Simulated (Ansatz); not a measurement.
**C2H6Cl4Ga2O2: small, medium and large basis sets**

An exercise on one series of results from a longer session: the logs are not shown, and one member is left open.

Method: one geometry, several basis sets; program: Ansatz 0.2.0, Gaussian basis.

The runs, in order: PBE0-D4/def2-SVP; ωB97M-V/def2-SVP; PBE0-D4/def2-QZVPP; ωB97M-V/def2-QZVPP; the functionals' def2-TZVPP values are taken from earlier runs.

## The relaxed structure

All runs share one geometry, relaxed beforehand with PBE0-D4 in a triple-zeta def2 set.

SMILES `C[O+]1[Ga-]([Cl])([Cl])[O+](C)[Ga-]1([Cl])[Cl]`, 16 atoms, charge 0, spin multiplicity 1.

Atoms are counted from 1 here; the program's logs count them from 0.

Bond lengths: C1–O2 1.426 Å, C1–H11 1.091 Å, C1–H12 1.091 Å, C1–H13 1.091 Å, O2–Ga3 1.911 Å, O2–Ga8 1.911 Å, Ga3–Cl4 2.131 Å, Ga3–Cl5 2.131 Å, Ga3–O6 1.911 Å, O6–C7 1.426 Å, O6–Ga8 1.911 Å, C7–H14 1.091 Å, C7–H15 1.091 Å, C7–H16 1.091 Å, Ga8–Cl9 2.131 Å, Ga8–Cl10 2.131 Å. Angles: O2–C1–H11 109.2°, O2–C1–H12 109.7°, O2–C1–H13 109.7°, H11–C1–H12 109.8°, H11–C1–H13 109.8°, H12–C1–H13 108.5°, C1–O2–Ga3 126.5°, C1–O2–Ga8 126.5°, Ga3–O2–Ga8 99.1°, O2–Ga3–Cl4 109.5°, O2–Ga3–Cl5 115.3°, O2–Ga3–O6 80.9°, Cl4–Ga3–Cl5 120.0°, Cl4–Ga3–O6 115.2°, Cl5–Ga3–O6 109.5°, Ga3–O6–C7 126.5°, Ga3–O6–Ga8 99.1°, C7–O6–Ga8 126.5° and more.

Set-up of the first run:

in.yaml

```yaml
crystal:
  periodic: [false, false, false]
  atoms:
    - {symbol: C, position_ang: [-1.371890, 1.133682, 1.910389]}
    - {symbol: O, position_ang: [-0.501729, 0.381153, 1.067435]}
    - {symbol: Ga, position_ang: [1.000320, 1.051334, 0.094164]}
    - {symbol: Cl, position_ang: [0.561738, 3.006401, -0.632742]}
    - {symbol: Cl, position_ang: [2.903748, 0.637277, 0.959436]}
    - {symbol: O, position_ang: [0.501763, -0.381219, -1.068370]}
    - {symbol: C, position_ang: [1.373526, -1.135241, -1.908424]}
    - {symbol: Ga, position_ang: [-1.001619, -1.050013, -0.096356]}
    - {symbol: Cl, position_ang: [-2.903480, -0.630623, -0.962448]}
    - {symbol: Cl, position_ang: [-0.568176, -3.006934, 0.628688]}
    - {symbol: H, position_ang: [-1.186857, 0.862770, 2.950811]}
    - {symbol: H, position_ang: [-1.190997, 2.200285, 1.768026]}
    - {symbol: H, position_ang: [-2.410325, 0.920699, 1.651683]}
    - {symbol: H, position_ang: [1.194395, -0.861954, -2.949252]}
    - {symbol: H, position_ang: [2.411388, -0.926205, -1.644288]}
    - {symbol: H, position_ang: [1.188203, -2.201413, -1.768764]}
basis:
  gaussian: {orbitals: def2-SVP}
hamiltonian: {xc: pbe0, dispersion: d4}
output: {orbitals: {seedname: orbitals}}
```

Steps of the session up to this table: PBE0-D4 in def2-SVP; ωB97M-V in def2-SVP; PBE0-D4 in def2-QZVPP; ωB97M-V in def2-QZVPP.

One of the session's tables, all rows but one given; the rest of the session is left out.

It belongs to the step «Functionals by basis». 

```
functional       basis  HOMO (eV)
   PBE0-D4    def2-SVP      -8.97
   PBE0-D4  def2-TZVPP          ?
   PBE0-D4  def2-QZVPP      -9.14
   ωB97M-V    def2-SVP     -11.19
   ωB97M-V  def2-TZVPP     -11.38
   ωB97M-V  def2-QZVPP     -11.43
```

Q: Estimate the row for PBE0-D4, def2-TZVPP from the others.

**Answer.** HOMO (eV): -9.11. In the column «HOMO (eV)» it lies between PBE0-D4, def2-QZVPP (-9.14) and PBE0-D4, def2-SVP (-8.97).
